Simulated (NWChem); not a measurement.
# InH2Br (SMILES [H][In]([H])[Br]): levels of theory compared

Wanted: a comparison of 3 runs (HF/STO-3G, HF/3-21G, CAM-B3LYP/def2-TZVP) of InH2Br. 

The calculation is run with NWChem 7.3.0.

## Step 1: The molecule

InH2Br: 4 atoms, total charge 0, spin state singlet. SMILES: `[H][In]([H])[Br]`. The shape comes from GFN2-xTB, which is rough for such elements, and wasn't checked as a minimum.

Bond lengths: In1–Br4 2.455 Å, In1–H2 1.709 Å, In1–H3 1.708 Å. Angles: H2–In1–Br4 119.1°, H3–In1–Br4 119.2°, H2–In1–H3 121.7°.

## Step 2: Energy and forces at HF/STO-3G (run 1)

File test.nw:

```
start test
title "BrH2In gradient"
memory 2200 mb
geometry noautosym nocenter noautoz
  In       0.100830       0.170160      -0.002840
  H        1.808980       0.117430       0.011400
  H       -0.751840       1.649560      -0.020100
  Br      -1.157970      -1.937140       0.011540
end
basis spherical bse
  In library STO-3G
  H library STO-3G
  Br library STO-3G
end
scf
  nopen 0
  rhf
  thresh 1e-08
  maxiter 80
  print low
end
task scf gradient
```

Launch:

```sh
$ nwchem test.nw > test.out
```

What it wrote:

```text
[...]
  functions       =    47
[...]
  wavefunction    = RHF
[...]
         Total SCF energy =  -8228.769336912224
      One-electron energy = -12255.018684338138
      Two-electron energy =   3615.735632477313
 Nuclear repulsion energy =    410.513714948599
        Time for solution =      2.3s
[...]
                         RHF ENERGY GRADIENTS
    atom               coordinates                        gradient
                 x          y          z           x          y          z
   1 In      0.190541   0.321556  -0.005367   -0.010300  -0.016679  -0.000232
   2 H       3.418477   0.221911   0.021543    0.032098   0.002968   0.000311
   3 H      -1.420772   3.117216  -0.037983   -0.012393   0.029499  -0.000235
   4 Br     -2.188246  -3.660664   0.021807   -0.009405  -0.015788   0.000156
 Task  times  cpu:        3.8s     wall:        3.8s
 Total times  cpu:        3.8s     wall:        3.8s
```

It took 4.5 s on 1 thread of AMD EPYC 9R45 (Zen 5), shared host; peak memory 0.099 GiB.

## Step 3: Energy and forces at HF/3-21G (run 2)

File mymol.nw:

```
echo
start mymol
title "BrH2In gradient"
memory stack 880 mb heap 220 mb global 1100 mb

geometry noautosym nocenter noautoz
   In       0.100830       0.170160      -0.002840
   H        1.808980       0.117430       0.011400
   H       -0.751840       1.649560      -0.020100
   Br      -1.157970      -1.937140       0.011540
end

basis spherical bse
   * library 3-21G
end

scf
   nopen 0
   rhf
   thresh 1e-08
   maxiter 80
   print low
end

task scf gradient
```

Launch:

```sh
$ nwchem mymol.nw > mymol.out
```

What it wrote:

```text
[...]
  functions       =    57
[...]
  wavefunction    = RHF
[...]
         Total SCF energy =  -8275.969356524016
      One-electron energy = -12284.683034660018
      Two-electron energy =   3598.199963187402
 Nuclear repulsion energy =    410.513714948599
        Time for solution =      2.5s
[...]
                         RHF ENERGY GRADIENTS
    atom               coordinates                        gradient
                 x          y          z           x          y          z
   1 In      0.190541   0.321556  -0.005367   -0.009068  -0.014433  -0.000036
   2 H       3.418477   0.221911   0.021543   -0.013959   0.004002  -0.000081
   3 H      -1.420772   3.117216  -0.037983    0.010354  -0.010736   0.000220
   4 Br     -2.188246  -3.660664   0.021807    0.012674   0.021166  -0.000103
 Task  times  cpu:        4.1s     wall:        4.1s
 Total times  cpu:        4.1s     wall:        4.1s
```

Wall time 4.8 s (1 thread of AMD EPYC 9R45 (Zen 5), shared host); peak memory 0.1 GiB.

## Step 4: Energy and forces at CAM-B3LYP/def2-TZVP (core potential) (run 3)

File nw.nw:

```
start nw
title "BrH2In gradient"
memory 2200 mb
charge 0

geometry noautosym nocenter noautoz
  In       0.100830       0.170160      -0.002840
  H        1.808980       0.117430       0.011400
  H       -0.751840       1.649560      -0.020100
  Br      -1.157970      -1.937140       0.011540
end

basis spherical bse
  * library def2-TZVP
end

ecp bse
  In library def2-TZVP
end

dft
  xc xcamb88 1.00 lyp 0.81 vwn_5 0.19 hfexch 1.00
  cam 0.33 cam_alpha 0.19 cam_beta 0.46
  grid fine
  convergence energy 1e-08
  direct
  maxiter 100
  mulliken
end

task dft gradient
```

Launch:

```sh
$ nwchem nw.nw > nw.out
```

What it wrote:

```text
[...]
          Wavefunction type:  closed shell.
          No. of atoms     :     4
          No. of electrons :    58
[...]
          Charge           :     0
          Spin multiplicity:     1
[...]
          AO basis - number of functions:   110
[...]
              XC Information
              --------------
                     Hartree-Fock (Exact) Exchange  1.000
                   CAM-Becke88 Exchange Functional  1.000
                      VWN V Correlation Functional  0.190 local
              Lee-Yang-Parr Correlation Functional  0.810
[...]
 d= 0,ls=0.0,diis     1  -2765.5877374987 -2.95D+03  1.08D-02  6.00D-01     5.9
[...]
 d= 0,ls=0.0,diis     8  -2765.6267226176 -7.24D-09  1.07D-06  1.48D-08    42.9
         Total DFT energy =    -2765.626722617634
      One electron energy =    -4281.623472158682
           Coulomb energy =     1442.981563678411
    Exchange-Corr. energy =     -108.885149867576
 Nuclear repulsion energy =      181.900335730212
[...]
      Total Density - Mulliken Population Analysis
     ---------------------------------------------
    Atom       Charge   Shell Charges
 -----------   ------   -------------------------------------------------------
    1 In  21    20.46   0.40 -0.84  1.62  0.81  0.91  0.26 -0.41  6.40  0.66  0.48  0.06  8.81  1.16  0.12  0.00  0.03
    2 H    1     1.09   0.22  0.52  0.34  0.01
    3 H    1     1.09   0.22  0.52  0.34  0.01
    4 Br  35    35.36   2.00  2.01  1.16  0.78  1.06  0.93  6.00  5.92  1.38  2.67  1.45  8.94  1.02  0.03  0.03  0.00
[...]
  wavefunction    = closed shell
[...]
                         DFT ENERGY GRADIENTS
    atom               coordinates                        gradient
                 x          y          z           x          y          z
   1 In      0.190541   0.321556  -0.005367   -0.005402  -0.008403  -0.000116
   2 H       3.418477   0.221911   0.021543   -0.000068   0.004117   0.000024
   3 H      -1.420772   3.117216  -0.037983    0.003852   0.001613   0.000074
   4 Br     -2.188246  -3.660664   0.021807    0.001618   0.002673   0.000018
[...]
```

Wall time 80 s (1 thread of AMD EPYC 9R45 (Zen 5), shared host); peak memory 0.17 GiB.

## Step 5: Overview of the runs

| run | level | iteration cap | module | energy (Eh) | largest force (eV/Å) | wall time |
| --- | --- | --- | --- | --- | --- | --- |
| 1 | HF/STO-3G | 80 | scf | -8228.769337 | 1.658 | 4.5 s |
| 2 | HF/3-21G | 80 | scf | -8275.969357 | 1.269 | 4.8 s |
| 3 | CAM-B3LYP/def2-TZVP (core potential) | 100 | dft | -2765.626723 | 0.514 | 80 s |

## Step 6: What came out

| quantity | value |
| --- | --- |
| run 3: total energy | -2765.62672 Eh |
| run 3: dipole moment | 2.08 D |
| run 3: HOMO energy | -9.22 eV |
| run 3: LUMO energy | -1.20 eV |
| run 3: HOMO–LUMO gap | 8.03 eV |
| run 3: largest force on an atom | 0.514 eV/Å |

In words: Some runs of one species differ in core potentials or relativity; totals across that change don't compare. In run 1 the basis is minimal, so the values are rough. In runs 1, 2 relativity is left out where basis or elements ask for it. All runs together took 89 s, the longest 80 s.
